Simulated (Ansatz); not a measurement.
# CH₇AlBN: up Jacob's ladder to CCSD(T)

How much do the methods differ for CH₇AlBN? The plan is to run it at one geometry with functionals of several rungs and with coupled cluster. The yardstick is the atomisation energy at the CCSD(T) limit.

Computed with Ansatz 0.2.0, Gaussian basis. Level: functionals in def2-TZVPP, the program's frozen cores in correlated methods.

The runs, in order: LDA (SPW92), PBE-D4, revPBE-D4, BLYP-D4, r2SCAN-D4, B97M-V, PBE0-D4, B3LYP-D4, r2SCANh-D4, r2SCAN0-D4, HSE06-D4, BHLYP-D4, CAM-B3LYP-D4, LC-ωPBE, ωB97X-V, ωB97M-V, B2PLYP, PBE-QIDH; CCSD(T)/def2-SVP; CCSD(T)/def2-TZVPP; MP2/def2-QZVPP; extrapolation to the limit; RPA on PBE.

### 1 The geometry

The geometry comes from an earlier relaxation with PBE0-D4 in a triple-zeta def2 set; it is a stationary point, not always the lowest conformer.

SMILES `[CH3][AlH][BH]N`, 11 atoms, charge 0, spin multiplicity 1.

Atoms are counted from 1 here; the program's logs count them from 0.

Bond lengths: C1–Al2 1.959 Å, C1–H5 1.096 Å, C1–H6 1.092 Å, C1–H7 1.096 Å, Al2–B3 2.143 Å, Al2–H8 1.608 Å, B3–N4 1.391 Å, B3–H9 1.204 Å, N4–H10 1.009 Å, N4–H11 1.007 Å. Angles: Al2–C1–H5 110.7°, Al2–C1–H6 113.5°, Al2–C1–H7 110.5°, H5–C1–H6 108.0°, H5–C1–H7 105.9°, H6–C1–H7 107.8°, C1–Al2–B3 126.2°, C1–Al2–H8 116.2°, B3–Al2–H8 117.6°, Al2–B3–N4 118.6°, Al2–B3–H9 125.9°, N4–B3–H9 115.5°, B3–N4–H10 123.6°, B3–N4–H11 123.5°, H10–N4–H11 112.9°.

### 2 LDA

This LDA is Slater exchange with PW92 correlation.

in.yaml reads:

```yaml
crystal:
  periodic: [false, false, false]
  atoms:
    - {symbol: C, position_ang: [-0.912255, 2.113797, 0.260885]}
    - {symbol: Al, position_ang: [-0.072216, 0.520429, -0.508714]}
    - {symbol: B, position_ang: [0.391619, -1.294236, 0.533437]}
    - {symbol: N, position_ang: [0.986032, -2.333923, -0.173516]}
    - {symbol: H, position_ang: [-0.277169, 2.995187, 0.116735]}
    - {symbol: H, position_ang: [-1.123589, 2.021983, 1.328796]}
    - {symbol: H, position_ang: [-1.856066, 2.335737, -0.250489]}
    - {symbol: H, position_ang: [0.296656, 0.596248, -2.072167]}
    - {symbol: H, position_ang: [0.184236, -1.511903, 1.699084]}
    - {symbol: H, position_ang: [1.235724, -3.219392, 0.240346]}
    - {symbol: H, position_ang: [1.212330, -2.280828, -1.153796]}
basis:
  gaussian: {orbitals: def2-TZVPP}
hamiltonian: {xc: lda}
output: {orbitals: {seedname: orbitals}}
```

The run is started by

```sh
$ ansatz run in.yaml --threads 2 --pin off --events-out ev --progress --plain --max-ram 4352MiB
```

Further steps of the session: PBE-D4 (GGA); revPBE-D4 (GGA); BLYP-D4 (GGA); r2SCAN-D4 (meta-GGA); B97M-V (meta-GGA); B3LYP-D4 (hybrid); r2SCANh-D4 (hybrid); r2SCAN0-D4 (hybrid); HSE06-D4 (hybrid); BHLYP-D4 (hybrid); CAM-B3LYP-D4 (range-separated); LC-ωPBE (range-separated); ωB97X-V (range-separated); ωB97M-V (range-separated); B2PLYP (double hybrid); PBE-QIDH (double hybrid); CCSD(T) in def2-SVP; CCSD(T) in def2-TZVPP; MP2 in def2-QZVPP; RPA on PBE orbitals.

Before running them: what should the planned runs give, taken together? Wanted: atomisation energy, CCSD(T)/CBS; farthest beyond LDA; mean size of error, GGA; mean size of error, meta-GGA; mean size of error, hybrid; mean size of error, range-separated; mean size of error, double hybrid; gap, smallest and largest; T1 diagnostic.

As calculated:

| quantity | value |
| --- | --- |
| atomisation energy, CCSD(T)/CBS | 3755.0 kJ/mol |
| functionals within 18.8 kJ/mol (0.5 %) | BLYP-D4, r2SCAN-D4, PBE0-D4, r2SCANh-D4, HSE06-D4, LC-ωPBE |
| farthest beyond LDA | BHLYP-D4 (-58.1 kJ/mol) |
| mean size of error, GGA | 28.6 kJ/mol |
| mean size of error, meta-GGA | 23.2 kJ/mol |
| mean size of error, hybrid | 21.6 kJ/mol |
| mean size of error, range-separated | 22.2 kJ/mol |
| mean size of error, double hybrid | 23.0 kJ/mol |
| gap, smallest and largest | 3.01 eV (LDA (SPW92)), 9.86 eV (LC-ωPBE) |
| T1 diagnostic | 0.0123 |
| triples share of the correlation energy | 3.6 % |

What this shows: LDA overbinds by 474.3 kJ/mol (13 %). PBE-D4 misses by +53.3 kJ/mol. Double hybrids carry the basis error of their MP2 part in triple zeta, and no dispersion term here, so their miss is partly the set-up's. By mean error the best rung here is hybrid (21.6 kJ/mol) and the worst beyond LDA is GGA (28.6 kJ/mol). The gap between the best rungs is small, so their order is not settled. Misses under about 18.8 kJ/mol are within the doubt on the reference itself, which lacks core-valence correlation, relativity and higher excitations. Hartree-Fock recovers 75 % of the binding; the rest is correlation. CCSD(T) in def2-SVP is off by -188.7 kJ/mol, which most functionals beat. Orbital gaps span 3.0 to 9.9 eV; exact exchange widens them.
